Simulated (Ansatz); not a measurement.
# HfH2 (singlet): r2SCAN0, CAM-B3LYP over a scan of the distance Hf1–H2, def2-SVP

Aim: run HfH2 (singlet) with these functionals over a scan of the distance Hf1–H2, and hold them against the top wave-function level at the same points.

Computed with Ansatz 0.2.0, Gaussian basis. Level: def2-SVP, all electrons in the functionals.

The runs, in order: r2SCAN0, CAM-B3LYP, at 1.506 Å; 1.747 Å; 1.912 Å; 2.148 Å; 2.303 Å; 2.644 Å; 3.068 Å; 3.530 Å; 4.173 Å; 5.073 Å; 6.398 Å.

40 further runs of the same task are left out: 22 for a known fault of the program, 15 that didn't finish, 3 set aside as unsound or not needed.

### Step 1. What is computed

The geometry derives from a PBE0/def2-TZVP stationary point (not a proven minimum). One bond is set to the value named and the two fragments are kept rigid. No spin-orbit coupling is included. Elements past krypton take def2 core potentials.

3 atoms, charge 0, spin multiplicity 1.

Atoms are counted from 1 here; the program's logs count them from 0.

Bond lengths: Hf1–H2 1.912 Å, Hf1–H3 1.912 Å. Angles: H2–Hf1–H3 180.0°.

No dispersion term is added.

The geometry shown and the zero of energy belong to the point 1.912 Å. The yardstick, FCI, and other wave-function levels (R restricted, U unrestricted, valence and pair active spaces) come from earlier runs.

### Step 2. r2SCAN0, 1.506 Å

in.yaml

```yaml
crystal:
  periodic: [false, false, false]
  atoms:
    - {symbol: Hf, position_ang: [0.000000, 0.000000, -0.135267]}
    - {symbol: H, position_ang: [0.000000, 0.000000, -1.641267]}
    - {symbol: H, position_ang: [0.000000, 0.000000, 1.776533]}
basis:
  gaussian: {orbitals: def2-SVP}
magnetization: {spin_polarized: true, initial_magnetization: 0}
hamiltonian: {xc: {name: r2SCAN0}}
```

On the command line:

```console
ansatz run in.yaml --threads 1 --pin off --events-out ev --progress --plain --max-ram 2393MiB
```

Further steps of the session: r2SCAN0, 1.747 Å; r2SCAN0, 1.912 Å; r2SCAN0, 2.148 Å; r2SCAN0, 2.303 Å; r2SCAN0, 2.644 Å; r2SCAN0, 3.068 Å; r2SCAN0, 3.530 Å; r2SCAN0, 4.173 Å; r2SCAN0, 5.073 Å; r2SCAN0, 6.398 Å; CAM-B3LYP, 1.506 Å; CAM-B3LYP, 1.747 Å; CAM-B3LYP, 1.912 Å; CAM-B3LYP, 2.148 Å; CAM-B3LYP, 2.303 Å; CAM-B3LYP, 2.644 Å; CAM-B3LYP, 3.068 Å; CAM-B3LYP, 3.530 Å; CAM-B3LYP, 4.173 Å; CAM-B3LYP, 5.073 Å; CAM-B3LYP, 6.398 Å.

**Question.** What will the summary of the whole plan be? Wanted: span of the FCI curve; largest miss, r2SCAN0; largest miss, CAM-B3LYP.

**Answer**, as computed:

```
               quantity                value
  span of the FCI curve             2.613 eV
  largest miss, r2SCAN0  +0.037 eV (3.068 Å)
largest miss, CAM-B3LYP  +0.075 eV (3.068 Å)
```

Of the functionals, r2SCAN0 keep the smallest largest miss at the points compared (at most 0.037 eV) and CAM-B3LYP strays most (0.075 eV, at 3.068 Å). r2SCAN0, CAM-B3LYP clearly break the spin symmetry at some points (⟨S²⟩ up to 1.55 above the pure value), so energy there is bought with a mixed spin. Functionals and the yardstick converge differently with the basis, so part of each miss in def2-SVP is the basis.
